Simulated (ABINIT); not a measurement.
The system is AlSn.

```xyz
2
Lattice="4.1981 0.0000 0.0000 -2.0991 3.6357 0.0000 0.0000 0.0000 3.3068" Properties=species:S:1:pos:R:3 pbc="T T T"
Sn    0.0000    2.4238    1.6534
Al    0.0000    0.0000    0.0000
```

The cell comes from a database or a generator and needn't be the stable form of this composition.

| Property | Result |
| --- | --- |
| Program | ABINIT 10.8.3 (patched build) |
| Task | single point |
| Functional | PBEsol |
| Potentials or basis | PseudoDojo NC SR PBEsol v0.4.1 standard |
| Cutoff | 980 eV |
| k mesh | 7 × 7 × 8 |
| Occupations | fermi-dirac, width 0.05 eV |
| Spin | no spin polarisation |

On this cell: pressure -1.8 GPa; largest force under 0.003 eV/Å; band gap on the k mesh none (metal or under the smearing width).

The same run follows on a disturbed copy (atoms moved at random, drawn with an rms of 0.05 Å):

```
Sn Al
1.0
     4.19811    0.00000    0.00000
    -2.09905    3.63567    0.00000
     0.00000    0.00000    3.30685
Sn Al
1 1
Direct
  0.33146 0.66059 0.49587
  0.00564 0.00428 0.99455
```

Q: What changes?

A: The energy (extrapolated to zero smearing) moves by +1.4 meV/atom; pressure -1.8 GPa; largest force 0.144 eV/Å; band gap on the k mesh none (metal or under the smearing width).

Forces on the atoms (eV/Å):
```
Sn   0.033  0.140 -0.007
Al  -0.033 -0.140  0.007
```

Stress tensor (GPa, compression positive):
```
-2.23 -0.10  0.00
-0.10 -1.42 -0.01
 0.00 -0.01 -1.66
```
